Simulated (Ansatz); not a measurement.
# BrK (charge +1): a ladder of methods at one geometry

Program: Ansatz's Python interface.

Notebook, run cell by cell (the value of a cell's last expression is shown):

**Cell 1**
```python
from pathlib import Path

import ansatz as az
import numpy as np
```

**Cell 2**
```python
GEOMETRY = '''
K     0.00000    0.00000    0.00000
Br    0.00000    0.00000    3.16000
'''
```

**Cell 3**
```python
system = az.Crystal.molecule()
for line in GEOMETRY.strip().splitlines():
    symbol, *xyz = line.split()
    system = system.atom(symbol, [float(v) for v in xyz])

calculation = (
    system.calculation()
    .basis(gaussian='def2-SVP')
    .charge(1)
    .spin('collinear', total=1)
)
```

**Cell 4**
```python
print('functional    E (Ha)        dipole (D)   HOMO (eV)  LUMO (eV)')
for name in ['b3lyp', 'revpbe', 'blyp', 'cam_b3lyp']:
    rep = calculation.functional(name).forces().orbitals().run(runs_dir='runs').report
    lines = Path(rep['orbitals_path']).read_text().splitlines()
    field_of = lambda key: [line.split('=')[1].strip() for line in lines if line.startswith(key)]
    orbitals = [(27.211386 * float(e), s, float(n)) for e, s, n in zip(field_of('Ene='), field_of('Spin='), field_of('Occup='))]
    homo = max(e for e, _, n in orbitals if n > 0.5)
    lumo = min(e for e, _, n in orbitals if n < 0.5)
    dipole = 4.803205 * np.linalg.norm(rep['charge_distribution']['dipole_moment_e_ang'])
    print(f'{name:10s} {rep["free_energy_ev"] / 27.211386246:14.6f} {dipole:9.3f} {homo:11.3f} {lumo:10.3f}')
```
Output:
```text
functional    E (Ha)        dipole (D)   HOMO (eV)  LUMO (eV)
b3lyp        -3173.517937     8.540     -12.897    -10.898
revpbe       -3173.154265     8.516     -11.789    -11.624
blyp         -3173.498769     8.447     -11.653    -11.720
cam_b3lyp    -3173.624618     8.571     -14.545     -9.279
```

Total energies depend on the basis set; only differences at equal settings carry meaning. The geometry is a force-field or estimated start, not a minimum of this method, and the basis set is short of its limit. A lower total doesn't mark the better method: functionals have no common bound, and MP2 and coupled cluster aren't variational. The species is open-shell (spin multiplicity 2). An ion's dipole depends on the origin; the program takes it about the centre of nuclear charge. b3lyp holds the VWN-RPA fit, as in Gaussian; the form of ORCA and Turbomole is b3lyp5. Levels such as HOMO and LUMO are orbital energies: with these approximate functionals they aren't the ionisation energy and electron affinity, and their gap isn't the fundamental gap. The spin state was assumed, and another may lie lower. It ran for 17 s on 1 thread of Intel(R) Xeon(R) Processor @ 2.30GHz, with other jobs on the host, peak memory 0.3 GiB.
